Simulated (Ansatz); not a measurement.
# BC4: the cost of one run

Computed with Ansatz 0.2.0 (DFT PBE, scalar-relativistic, plane waves, PAW, unless a step's input says otherwise).

## Step 1: The system as given

The structure is orthorhombic, space group Pmmm (No. 47). The conventional cell has a = 3.515 Å, b = 4.649 Å, c = 16.000 Å, α = 90.00°, β = 90.00°, γ = 90.00°. B (site symmetry mmm) is surrounded by 8 C at 2.48 Å. C (site symmetry m) has 2 C at 1.24 Å as nearest neighbours.

As a file:

```
B C
1.0
     3.51490    0.00000    0.00000
     0.00000    4.64931    0.00000
     0.00000    0.00000   16.00000
B C
1 4
Direct
  0.00000 0.50000 0.50000
  0.82373 0.00000 0.53882
  0.17627 0.00000 0.53882
  0.17627 0.00000 0.46118
  0.82373 0.00000 0.46118
```

A structure generator made this guess: random sheet by layer group and Wyckoff sites. The dimensions are guesses.

It is a sheet, periodic along a and b, with vacuum along c; volumes and pressures of the box carry no meaning, and space groups named for it are those of the box.

## Step 2: Probe: one point on a coarse mesh

The input, input.yaml:

```yaml
crystal:
  lattice:
    - [3.514903, 0.0, 0.0]
    - [0.0, 4.649315, 0.0]
    - [0.0, 0.0, 16.0]
  atoms:
    - { symbol: B, position: [0.0, 0.5, 0.5] }
    - { symbol: C, position: [0.82373233, 0.0, 0.53881891] }
    - { symbol: C, position: [0.17626767, 0.0, 0.53881891] }
    - { symbol: C, position: [0.17626767, 0.0, 0.46118109] }
    - { symbol: C, position: [0.82373233, 0.0, 0.46118109] }
  periodic: [true, true, false]
basis:
  ecutwfc: 420
kpoints:
  mp_grid: { grid: [6, 4, 1] }
hamiltonian:
  xc: pbe
scf:
  occupations: { method: gaussian, width: 0.1 }
  lower_state_search: "off"
output:
  forces: true
  stress: true
  eigenvalues: true
```

On the command line:

```
$ ansatz run input.yaml --threads 1 --pin off --max-ram 2048MiB --backend cpu --events-out ev --progress --plain --runs-dir out
```

Q: Estimate wall time and peak memory on 1 thread of Arm Neoverse V2, shared host.

About 4.3 s, with a peak of 0.48 GiB.
